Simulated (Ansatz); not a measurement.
# Hf8AsO15: the cost of one run

Computed with Ansatz 0.2.0 (DFT, PBE, plane-wave PAW, default files, scalar-relativistic, as far as a step names no other, unless a step's input says otherwise).

## Step 1: The system as given

It takes space group F-43m (No. 216, cubic). Conventional cell: a = 10.230 Å, b = 10.230 Å, c = 10.230 Å, α = 90.00°, β = 90.00°, γ = 90.00°. Around Hf (site symmetry 3m) lie 7 O at 2.21 Å and 1 As at 2.21 Å. Around Hf (site symmetry 3m) lie 8 O at 2.21 Å. Around As (site symmetry -43m) lie 4 Hf at 2.21 Å. O (site symmetry 2mm) has 4 Hf at 2.21 Å as nearest neighbours. O (site symmetry -43m) has 4 Hf at 2.21 Å as nearest neighbours.

Structure file:

```
CELL_PARAMETERS angstrom
0.00000 5.11500 5.11500
5.11500 0.00000 5.11500
5.11500 5.11500 0.00000
ATOMIC_POSITIONS crystal
Hf 0.00000 0.00000 0.00000
Hf 0.00000 0.00000 0.50000
Hf 0.00000 0.50000 0.00000
Hf 0.00000 0.50000 0.50000
Hf 0.50000 0.00000 0.00000
Hf 0.50000 0.00000 0.50000
Hf 0.50000 0.50000 0.00000
Hf 0.50000 0.50000 0.50000
As 0.12500 0.12500 0.12500
O 0.12500 0.12500 0.62500
O 0.12500 0.62500 0.12500
O 0.12500 0.62500 0.62500
O 0.62500 0.12500 0.12500
O 0.62500 0.12500 0.62500
O 0.62500 0.62500 0.12500
O 0.62500 0.62500 0.62500
O 0.37500 0.37500 0.37500
O 0.37500 0.37500 0.87500
O 0.37500 0.87500 0.37500
O 0.37500 0.87500 0.87500
O 0.87500 0.37500 0.37500
O 0.87500 0.37500 0.87500
O 0.87500 0.87500 0.37500
O 0.87500 0.87500 0.87500
```

Atom 9 of the input is the impurity.

## Step 2: Gradients at the starting positions

The input, input.yaml:

```yaml
crystal:
  lattice:
    - [0.0, 5.115, 5.115]
    - [5.115, 0.0, 5.115]
    - [5.115, 5.115, 0.0]
  atoms:
    - { symbol: Hf, position: [0.0, 0.0, 0.0] }
    - { symbol: Hf, position: [0.0, 0.0, 0.5] }
    - { symbol: Hf, position: [0.0, 0.5, 0.0] }
    - { symbol: Hf, position: [0.0, 0.5, 0.5] }
    - { symbol: Hf, position: [0.5, 0.0, 0.0] }
    - { symbol: Hf, position: [0.5, 0.0, 0.5] }
    - { symbol: Hf, position: [0.5, 0.5, 0.0] }
    - { symbol: Hf, position: [0.5, 0.5, 0.5] }
    - { symbol: As, position: [0.125, 0.125, 0.125] }
    - { symbol: O, position: [0.125, 0.125, 0.625] }
    - { symbol: O, position: [0.125, 0.625, 0.125] }
    - { symbol: O, position: [0.125, 0.625, 0.625] }
    - { symbol: O, position: [0.625, 0.125, 0.125] }
    - { symbol: O, position: [0.625, 0.125, 0.625] }
    - { symbol: O, position: [0.625, 0.625, 0.125] }
    - { symbol: O, position: [0.625, 0.625, 0.625] }
    - { symbol: O, position: [0.375, 0.375, 0.375] }
    - { symbol: O, position: [0.375, 0.375, 0.875] }
    - { symbol: O, position: [0.375, 0.875, 0.375] }
    - { symbol: O, position: [0.375, 0.875, 0.875] }
    - { symbol: O, position: [0.875, 0.375, 0.375] }
    - { symbol: O, position: [0.875, 0.375, 0.875] }
    - { symbol: O, position: [0.875, 0.875, 0.375] }
    - { symbol: O, position: [0.875, 0.875, 0.875] }
total_charge: -1
kpoints:
  mp_grid: { grid: [3, 3, 3] }
scf:
  occupations: { method: fermi_dirac, width: 0.01 }
hamiltonian:
  xc: pbe
  pseudopotentials: { kind: paw }
output:
  forces: true
  stress: true
  populations: true
  efg:
    quadrupole_moments_barn: { Hf: 3.365, As: 0.311, O: -0.02558 }
    contact_densities: true
```

Command:

```
$ ansatz run input.yaml --threads 1 --pin off --max-ram 3072MiB --backend cpu --events-out ev --progress --plain --runs-dir out
```

Q: Estimate wall time and peak memory on 1 thread of Arm Neoverse V2, shared host.

About 37 s, with a peak of 0.73 GiB.
